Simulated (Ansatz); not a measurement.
CuO2:

```
Cu O
1.0
     1.41261   -5.21075    0.00000
     1.41261    5.21075    0.00000
     0.00000    0.00000    4.34342
Cu O
2 4
Direct
  0.16725 0.83275 0.75000
  0.83275 0.16725 0.25000
  0.78897 0.21103 0.75000
  0.21103 0.78897 0.25000
  0.55149 0.44851 0.75000
  0.44851 0.55149 0.25000
```

The cell comes from a database or a generator and needn't be the stable form of this composition.

```yaml
Program: Ansatz 0.2.0
Task: relaxation of cell and atoms
Functional: PBE
Potentials_or_basis: Ansatz PAW
Cutoff: "420 eV (not typed: the program's choice for these potentials)"
k_mesh: 10 × 10 × 6
Occupations: fermi-dirac, width 0.05 eV
Spin: no spin polarisation
```

At the start: volume 10.66 Å³/atom.

**Question.** How do energy, volume and symmetry change on relaxing?

**Answer.** It ends after 12 steps and the volume is 10.46 Å³/atom (-1.8 %); space group Cmcm (No. 63, to 0.05 Å).

Step by step:
```
step  energy change (eV)  largest force (eV/Å)  volume (Å³)
   1              0.0000                0.2488        63.94
   2             -0.0121                0.1653        63.47
   3             -0.0215                0.0650        62.96
   4             -0.0236                0.0716        63.20
   5             -0.0244                0.0598        63.14
   6             -0.0262                0.0068        62.96
   7             -0.0261                0.0038        62.98
   8             -0.0225                0.0040        62.98
   9             -0.0233                0.0071        62.87
  10             -0.0228                0.0071        62.87
  11             -0.0233                0.0017        62.79
  12             -0.0229                0.0017        62.79
```

Final structure:
```yaml
crystal:
  lattice:
    - [1.39981, -5.08748, 0.00000]
    - [1.39981, 5.08748, 0.00000]
    - [0.00000, 0.00000, 4.40839]
  atoms:
    - { symbol: Cu, position: [0.15957, 0.84043, 0.75000] }
    - { symbol: Cu, position: [0.84043, 0.15957, 0.25000] }
    - { symbol: O, position: [0.78164, 0.21836, 0.75000] }
    - { symbol: O, position: [0.21836, 0.78164, 0.25000] }
    - { symbol: O, position: [0.54028, 0.45972, 0.75000] }
    - { symbol: O, position: [0.45972, 0.54028, 0.25000] }
```

Caveat: the plane-wave basis is chosen anew once the cell has moved, so the energies of steps on either side of that aren't comparable; the pressure holds a Pulay correction of +0.8 GPa for the finite cutoff; the run has no spin polarisation, though such a crystal can be magnetic.
